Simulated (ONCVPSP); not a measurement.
# Pseudopotential generation for N: ONCV, PBE

Task: generate the file, and judge it by its errors in other configurations, its logarithmic derivatives, its ghosts and its cutoff.

Method: ONCVPSP 4.0.1, PBE, scalar-relativistic.

## (1) Settings

The settings as typed:

```json
{
 "element": "nitrogen (N, Z = 7)",
 "type": "optimised norm-conserving Vanderbilt (ONCV)",
 "frozen core": "[He]",
 "valence charge": "5",
 "reference configuration": "2s2 2p2 (charge +1)",
 "partial waves": "2s: rc 1.05 bohr, ncon 5, nbas 9, qcut 4.9 1/bohr, 2 projectors, debl 0.7 Ha; 2p: rc 1.50 bohr, ncon 4, nbas 9, qcut 8 1/bohr, 2 projectors, debl 0.6 Ha; d scattering state at 0.44 Ha: rc 1.55 bohr, ncon 3, nbas 6, qcut 7.2 1/bohr, 3 projectors, debl 1.1 Ha",
 "local potential": "polynomial inside 1.00 bohr (lpopt 5, dvloc0 0 Ha)",
 "core correction": "not asked for"
}
```

The outer shells as boxes (Hund's rule for the drawing; the calculation is spin-unpolarised):

```
[He] core
2s [↑↓]
2p [↑ ][↑ ][  ]
```

## (2) Generation

N.dat

```
# ATOM AND REFERENCE CONFIGURATION
# atsym  z   nc   nv     iexc    psfile
  N 7.00    1    2        4      upf
#
#   n    l    f
    1    0    2.00
    2    0    2.00
    2    1    2.00
#
# PSEUDOPOTENTIAL AND OPTIMIZATION
# lmax
    2
#
#   l,   rc,      ep,       ncon, nbas, qcut
    0    1.05    0.00    5    9    4.90
    1    1.50    0.00    4    9    8.00
    2    1.55    0.44    3    6    7.20
#
# LOCAL POTENTIAL
# lloc, lpopt,  rc(5),   dvloc0
    4    5    1.00    0.00
#
# VANDERBILT-KLEINMAN-BYLANDER PROJECTORs
# l, nproj, debl
    0    2    0.70
    1    2    0.60
    2    3    1.10
#
# MODEL CORE CHARGE
# icmod, fcfact, rcfact
    0    0.00    0.00
#
# LOG DERIVATIVE ANALYSIS
# epsh1, epsh2, depsh
   -3.00    5.00    0.02
#
# OUTPUT GRID
# rlmax, drl
    6.00    0.01
#
# TEST CONFIGURATIONS
# ncnf
    4
# nvcnf
#   n    l    f
    2
    2    0    2.00
    2    1    3.00
#
    2
    2    0    2.00
    2    1    1.00
#
    2
    2    0    2.00
    2    1    0.00
#
    2
    2    0    0.00
    2    1    5.00
#
```

Command:

```console
$ oncvpsp.x < N.dat > N.out
```

What does the calculation give? Wanted: cutoffs for 1 and 0.1 mHa per electron, occupied waves; bound ghosts; GHOST(+) flags; largest test error; largest phase difference near zero energy, channels read; projector energies reset by the program.

As calculated:

| quantity | value |
| --- | --- |
| cutoffs for 1 and 0.1 mHa per electron, occupied waves | 161 Ha and 201 Ha |
| bound ghosts | none found |
| GHOST(+) flags | none at low energy (1 near or above the test basis's cutoff) |
| largest test error (AE − PS) | +571 meV, for 2s2 2p0 |
| largest phase difference near zero energy, channels read | 0.000 rad |
| projector energies reset by the program | s: -1.193, 0.250 Ha; p: -0.760, 0.250 Ha |

**Reading.** By total energies transferability is poor: the largest error is 571 meV on 75.9 eV, for 2s2 2p0. That test lies far up in energy; among those under 40 eV, nearer to bonding, the largest error is 183 meV. The potential is very hard: the looser tolerance needs 161 Ha. At the looser tolerance the 2s wave is the slowest; 2p needs 24 Ha. No bound ghost shows below the valence levels. Near zero energy the phases of the channels with partial waves agree within 0.001 rad. All of this concerns the isolated atom, not yet a solid.
